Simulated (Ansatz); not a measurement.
# P2W: from the start to rest

The start is P2W, a database entry, slightly rescaled. Where does it settle when we relax the atoms in a fixed cell, and what is it like there?

Computed, not measured: Ansatz 0.2.0, DFT, r2SCAN, no spin polarisation, plane waves, PAW.

### Step 1. Geometry

It takes space group Cmc2_1 (No. 36, orthorhombic). The conventional cell has a = 3.147 Å, b = 11.096 Å, c = 4.945 Å, α = 90.00°, β = 90.00°, γ = 90.00°. P (site symmetry m) is surrounded by 1 P at 2.14 Å and 4 W at 2.47 to 2.48 Å. P (site symmetry m) has 1 P at 2.14 Å and 3 W at 2.48 Å as nearest neighbours. Around W (site symmetry m) lie 7 P at 2.47 to 2.48 Å.

The coordinates stand in the input below.

It starts from an earlier solution of the starting cell (checkpoint.read).

### Step 2. Relaxing

Input file input.yaml:

```yaml
crystal:
  lattice:
    - [3.14688, 0.0, 0.0]
    - [1.57344, -5.548179, 0.0]
    - [0.0, 0.0, -4.944884]
  atoms:
    - { symbol: P, position: [0.4299, 0.1402, 0.8833] }
    - { symbol: P, position: [0.5701, 0.8598, 0.3833] }
    - { symbol: P, position: [0.298, 0.404, 0.1997] }
    - { symbol: P, position: [0.702, 0.596, 0.6997] }
    - { symbol: W, position: [0.09314, 0.81372, 0.0] }
    - { symbol: W, position: [0.90686, 0.18628, 0.5] }
  symmetry: { tolerance: 0.0003 }
kpoints:
  mp_grid: { grid: [6, 6, 4], shift: [0, 0, 0] }
magnetization:
  spin_polarized: false
scf:
  occupations: { method: fermi_dirac, width: 0.0474 }
  lower_state_search: "off"
hamiltonian:
  pseudopotentials: { kind: paw }
  xc: r2scan
basis:
  ecutwfc: 500
  fft_grid_basis: typed
relax:
  max_steps: 60
  f_tol: 0.03
output:
  forces: true
  stress: true
  eigenvalues: true
  bader: true
  populations: true
  elf: true
  write_potential: true
  volumetric_format: npy
  dos:
    e_range: [-12, 8]
    de: 0.05
    projected: { site_lists: { P: [P], W: [W] } }
  write_density: true
checkpoint:
  read: saved_state
```

Command:

```bash
> ansatz run input.yaml --threads 2 --pin off --max-ram 3584MiB --backend cpu --events-out ev --progress --plain --runs-dir out
```

**Question.** What will these runs give? Wanted: moves; energy gained; largest move; pressure left in the fixed cell; character; Bader charges.

As calculated:

| quantity | value |
| --- | --- |
| moves | 1 |
| energy gained | 0.0 meV/atom |
| largest move | 0.00 Å |
| space group (0.01 Å), before / after | Cmc2_1 / Cmc2_1 |
| pressure left in the fixed cell | 5.7 GPa |
| character | metal |
| density of states, mean within 0.25 eV of the Fermi level | 0.65 per eV per cell |
| Bader charges | P -0.57 to -0.42, W +1.00 e |

**Reading.** In the fixed cell the atoms end where they began within the cell. The fixed cell still holds a mean pressure of 5.7 GPa, so it would expand if let free. With 4 symmetry operations imposed, the end may be a saddle point towards distortions that break them. Bands cross the Fermi level: a metal; within 0.25 eV of the Fermi level the density of states averages 0.65 per eV per cell, mostly W d (65 %) and P p (24 %). By Bader's partition W gives up most (+1.00 e) and P takes most (-0.50 e), against the order of Pauling's electronegativities.

Keep in mind: the k mesh is coarse for a cell without a gap; the SCF threshold is loose for a stress.
